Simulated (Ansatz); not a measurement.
# BaOs3 (AuCu3 type): equation of state and elastic constants

One table from this session's results is given with a row withheld; the runs are named, their logs left out.

Computed with Ansatz 0.2.0 (DFT PBEsol, scalar-relativistic, plane waves, PAW, unless a step's input says otherwise).

### Starting point

It takes space group Pm-3m (No. 221, cubic). Conventional cell: a = 4.113 Å, b = 4.113 Å, c = 4.113 Å, α = 90.00°, β = 90.00°, γ = 90.00°. Ba (site symmetry m-3m) is surrounded by 12 Os at 2.91 Å. Os (site symmetry 4/mmm) is surrounded by 4 Ba at 2.91 Å and 8 Os at 2.91 Å.

Structure file:

```
CELL_PARAMETERS angstrom
4.11253 0.00000 0.00000
0.00000 4.11253 0.00000
0.00000 0.00000 4.11253
ATOMIC_POSITIONS crystal
Ba 0.00000 0.00000 0.00000
Os 0.00000 0.50000 0.50000
Os 0.50000 0.50000 0.00000
Os 0.50000 0.00000 0.50000
```

This cell comes from an earlier session at PBEsol: 17.389 Å³/atom at 0.00 GPa, on a 8×8×8 mesh.

Volume factors to run: 0.980, 1.020, 0.960, 1.040.

The first run:

input.yaml reads:

```yaml
crystal:
  lattice:
    - [4.0849325274, 0.0, 0.0]
    - [0.0, 4.0849325274, 0.0]
    - [0.0, 0.0, 4.0849325274]
  atoms:
    - { symbol: Ba, position: [0.0, 0.0, 0.0] }
    - { symbol: Os, position: [0.0, 0.5, 0.5] }
    - { symbol: Os, position: [0.5, 0.5, 0.0] }
    - { symbol: Os, position: [0.5, 0.0, 0.5] }
basis:
  ecutwfc: 420
  ecutrho_ratio: 4
kpoints:
  mp_grid: { grid: [8, 8, 8] }
hamiltonian:
  xc: pbesol
scf:
  occupations: { method: gaussian, width: 0.05 }
output:
  forces: true
  stress: true
  eigenvalues: true
```

Steps of the session up to this table: Volume × 0.980; At 1.020 of the relaxed volume; At 0.960 of the relaxed volume; At 1.040 of the relaxed volume.

One table of the session follows, with a row left open; its other results are not shown here.

It belongs to the step «Energy and pressure against volume». 

```
volume (Å³/atom)  energy (meV/atom)  pressure (GPa)
          16.693              15.04            7.19
          17.041                  ?               ?
          17.389               0.00            0.00
          17.737               3.22           -3.03
          18.084              12.79           -5.76
```

Estimate the missing values for volume (Å³/atom) = 17.041.

Worked estimate for «energy (meV/atom)». A straight line through the neighbours (16.693, 15.04) and (17.389, 0.00) gives 15.04 + (0.00 − 15.04) × (17.041 − 16.693) / (17.389 − 16.693) = 7.52; a parabola fitted to 3 rows on both sides gives 3.94.

**Answer.** energy (meV/atom): 3.66; pressure (GPa): 3.37. In «energy (meV/atom)» the line misses by +3.86 and the parabola by +0.28.
